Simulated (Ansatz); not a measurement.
# CH₃AlBrFO: up Jacob's ladder to CCSD(T)

An exercise on one series of results from a longer session: the logs are not shown, and one member is left open.

Computed with Ansatz 0.2.0, Gaussian basis. Level: functionals in def2-TZVPP, the program's frozen cores in correlated methods.

The runs, in order: LDA (SPW92), PBE-D4, revPBE-D4, BLYP-D4, r2SCAN-D4, B97M-V, PBE0-D4, B3LYP-D4, r2SCANh-D4, r2SCAN0-D4, HSE06-D4, BHLYP-D4, CAM-B3LYP-D4, LC-ωPBE, ωB97X-V, ωB97M-V, B2PLYP, PBE-QIDH; CCSD(T)/def2-SVP; CCSD(T)/def2-TZVPP; MP2/def2-QZVPP; extrapolation to the limit; RPA on PBE.

### The relaxed structure

All runs share one geometry, relaxed beforehand with PBE0-D4 in a triple-zeta def2 set.

SMILES `C[O][Al]([F])[Br]`, 8 atoms, charge 0, spin multiplicity 1.

Atoms are counted from 1 here; the program's logs count them from 0.

Bond lengths: C1–O2 1.402 Å, C1–H6 1.096 Å, C1–H7 1.094 Å, C1–H8 1.094 Å, O2–Al3 1.663 Å, Al3–F4 1.635 Å, Al3–Br5 2.233 Å. Angles: O2–C1–H6 112.4°, O2–C1–H7 109.7°, O2–C1–H8 109.7°, H6–C1–H7 108.4°, H6–C1–H8 108.4°, H7–C1–H8 108.2°, C1–O2–Al3 136.3°, O2–Al3–F4 119.1°, O2–Al3–Br5 121.9°, F4–Al3–Br5 119.0°.

As a file:

```
C     0.4864   -0.1492    1.2076
O    -0.2721   -0.6196    0.1270
Al   -0.6621   -0.0767   -1.3958
F    -1.6180   -0.9998   -2.3485
Br    0.0826    1.8784   -2.1774
H     0.9458    0.8240    1.0022
H     1.2812   -0.8640    1.4387
H    -0.1516   -0.0502    2.0904
```

Set-up of the first run:

Contents of in.yaml:

```yaml
crystal:
  periodic: [false, false, false]
  atoms:
    - {symbol: C, position_ang: [0.486434, -0.149203, 1.207620]}
    - {symbol: O, position_ang: [-0.272066, -0.619590, 0.127041]}
    - {symbol: Al, position_ang: [-0.662144, -0.076701, -1.395811]}
    - {symbol: F, position_ang: [-1.617970, -0.999827, -2.348548]}
    - {symbol: Br, position_ang: [0.082627, 1.878368, -2.177360]}
    - {symbol: H, position_ang: [0.945785, 0.823994, 1.002239]}
    - {symbol: H, position_ang: [1.281212, -0.864049, 1.438663]}
    - {symbol: H, position_ang: [-0.151579, -0.050194, 2.090355]}
basis:
  gaussian: {orbitals: def2-TZVPP}
hamiltonian: {xc: lda}
output: {orbitals: {seedname: orbitals}}
```

Among the steps run: LDA; PBE-D4 (GGA); revPBE-D4 (GGA); BLYP-D4 (GGA); r2SCAN-D4 (meta-GGA); B97M-V (meta-GGA); PBE0-D4 (hybrid); B3LYP-D4 (hybrid); r2SCANh-D4 (hybrid); r2SCAN0-D4 (hybrid); HSE06-D4 (hybrid); BHLYP-D4 (hybrid); CAM-B3LYP-D4 (range-separated); LC-ωPBE-D4 (range-separated; the results give it without D4); ωB97X-V (range-separated); ωB97M-V (range-separated); B2PLYP (double hybrid); PBE-QIDH (double hybrid).

One of the session's tables, all rows but one given; the rest of the session is left out.

It belongs to the step «Orbital energies across the functionals». 

| functional | HOMO (eV) | gap (eV) |
| --- | --- | --- |
| LDA (SPW92) | -7.30 | 5.13 |
| PBE-D4 | -7.14 | 5.27 |
| revPBE-D4 | ? | ? |
| BLYP-D4 | -7.04 | 5.22 |
| r2SCAN-D4 | -7.47 | 6.06 |
| B97M-V | -7.54 | 5.90 |
| PBE0-D4 | -8.67 | 7.66 |
| B3LYP-D4 | -8.42 | 7.12 |
| r2SCANh-D4 | -8.04 | 6.91 |
| r2SCAN0-D4 | -8.90 | 8.17 |
| HSE06-D4 | -8.26 | 6.89 |
| BHLYP-D4 | -10.02 | 9.79 |
| CAM-B3LYP-D4 | -10.11 | 10.00 |
| LC-ωPBE | -11.49 | 12.70 |
| ωB97X-V | -11.13 | 12.12 |
| ωB97M-V | -11.02 | 11.69 |

Estimate the missing values for revPBE-D4.

**Answer.** HOMO (eV): -7.08; gap (eV): 5.36. In the column «HOMO (eV)» it lies between PBE-D4 (-7.14) and BLYP-D4 (-7.04).
